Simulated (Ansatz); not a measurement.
**C₄H₁₃NSi: one species, many methods**

One table from this session's results is given with a row withheld; the runs are named, their logs left out.

Method: functionals in def2-TZVPP, the program's frozen cores in correlated methods; program: Ansatz 0.2.0, Gaussian basis.

The runs, in order: LDA (SPW92), PBE-D4, revPBE-D4, BLYP-D4, r2SCAN-D4, B97M-V, PBE0-D4, B3LYP-D4, r2SCANh-D4, r2SCAN0-D4, HSE06-D4, BHLYP-D4, CAM-B3LYP-D4, LC-ωPBE, ωB97X-V, ωB97M-V, B2PLYP, PBE-QIDH; CCSD(T)/def2-SVP; MP2/def2-TZVPP; RPA on PBE.

1 further run of the same task is left out (it didn't finish). Runs told in other sessions of the task aren't counted.

**The relaxed structure**

All runs share one geometry, relaxed beforehand with PBE0-D4 in a triple-zeta def2 set.

19 atoms, charge 0, spin multiplicity 1.

Atoms are counted from 1 here; the program's logs count them from 0.

Bond lengths: C1–C2 1.515 Å, C1–H7 1.094 Å, C1–H8 1.092 Å, C1–H9 1.092 Å, C2–N3 1.450 Å, C2–H10 1.099 Å, C2–H11 1.101 Å, N3–Si4 1.723 Å, N3–C5 1.452 Å, Si4–H12 1.486 Å, Si4–H13 1.487 Å, Si4–H14 1.496 Å, C5–C6 1.522 Å, C5–H15 1.099 Å, C5–H16 1.093 Å, C6–H17 1.093 Å, C6–H18 1.093 Å, C6–H19 1.092 Å. Angles: C2–C1–H7 111.9°, C2–C1–H8 111.2°, C2–C1–H9 110.0°, H7–C1–H8 108.0°, H7–C1–H9 107.2°, H8–C1–H9 108.5°, C1–C2–N3 113.2°, C1–C2–H10 109.0°, C1–C2–H11 108.8°, N3–C2–H10 107.8°, N3–C2–H11 111.6°, H10–C2–H11 106.1°, C2–N3–Si4 122.3°, C2–N3–C5 114.1°, Si4–N3–C5 119.8°, N3–Si4–H12 106.1°, N3–Si4–H13 112.2°, N3–Si4–H14 114.5° and more.

The first run:

Contents of in.yaml:

```yaml
crystal:
  periodic: [false, false, false]
  atoms:
    - {symbol: C, position_ang: [-1.233025, -0.693671, 1.916677]}
    - {symbol: C, position_ang: [-0.174729, 0.131656, 1.214126]}
    - {symbol: N, position_ang: [-0.338300, 0.165711, -0.226609]}
    - {symbol: Si, position_ang: [-0.902334, -1.194276, -1.121490]}
    - {symbol: C, position_ang: [0.449276, 1.189405, -0.888934]}
    - {symbol: C, position_ang: [1.950061, 0.935435, -0.909295]}
    - {symbol: H, position_ang: [-1.186699, -1.747924, 1.627190]}
    - {symbol: H, position_ang: [-2.235346, -0.324675, 1.690173]}
    - {symbol: H, position_ang: [-1.083804, -0.649413, 2.997386]}
    - {symbol: H, position_ang: [-0.224405, 1.165200, 1.583194]}
    - {symbol: H, position_ang: [0.818533, -0.247613, 1.500985]}
    - {symbol: H, position_ang: [-0.854348, -0.794648, -2.551825]}
    - {symbol: H, position_ang: [-2.295836, -1.565631, -0.758368]}
    - {symbol: H, position_ang: [-0.079845, -2.432970, -0.952552]}
    - {symbol: H, position_ang: [0.249557, 2.149608, -0.393561]}
    - {symbol: H, position_ang: [0.088415, 1.292919, -1.915928]}
    - {symbol: H, position_ang: [2.470474, 1.750396, -1.419103]}
    - {symbol: H, position_ang: [2.179830, 0.005177, -1.435777]}
    - {symbol: H, position_ang: [2.360524, 0.861116, 0.100111]}
basis:
  gaussian: {orbitals: def2-TZVPP}
hamiltonian: {xc: lda}
output: {orbitals: {seedname: orbitals}}
```

On the command line:

```sh
$ ansatz run in.yaml --threads 4 --pin off --events-out ev --progress --plain --max-ram 11315MiB
```

Among the steps run: LDA; PBE-D4 (GGA); revPBE-D4 (GGA); BLYP-D4 (GGA); r2SCAN-D4 (meta-GGA); B97M-V (meta-GGA); B3LYP-D4 (hybrid); r2SCANh-D4 (hybrid); r2SCAN0-D4 (hybrid); HSE06-D4 (hybrid); BHLYP-D4 (hybrid); CAM-B3LYP-D4 (range-separated); LC-ωPBE (range-separated); ωB97X-V (range-separated); ωB97M-V (range-separated); B2PLYP (double hybrid); PBE-QIDH (double hybrid).

One table of the session follows, with a row left open; its other results are not shown here.

It belongs to the step «Frontier levels by functional». 

```
  functional  HOMO (eV)  LUMO (eV)  gap (eV)
 LDA (SPW92)      -5.11      -0.28      4.83
      PBE-D4      -5.01      -0.01      4.99
   revPBE-D4      -4.96       0.11      5.07
     BLYP-D4      -4.90       0.10      5.00
   r2SCAN-D4      -5.24       0.45      5.69
      B97M-V      -5.45       0.10      5.55
     PBE0-D4      -6.29       0.83      7.12
    B3LYP-D4      -6.09       0.59      6.68
  r2SCANh-D4      -5.72       0.73      6.46
  r2SCAN0-D4      -6.46       1.13      7.59
    HSE06-D4      -5.89       0.46      6.35
    BHLYP-D4      -7.54       1.59      9.13
CAM-B3LYP-D4      -7.66       1.73      9.39
     LC-ωPBE          ?          ?         ?
     ωB97X-V      -8.66       2.76     11.42
     ωB97M-V      -8.60       2.39     10.99
```

Q: Estimate the row for LC-ωPBE from the others.

The run gave: HOMO (eV): -8.97; LUMO (eV): 2.95; gap (eV): 11.92. In the column «HOMO (eV)» it is the lowest.
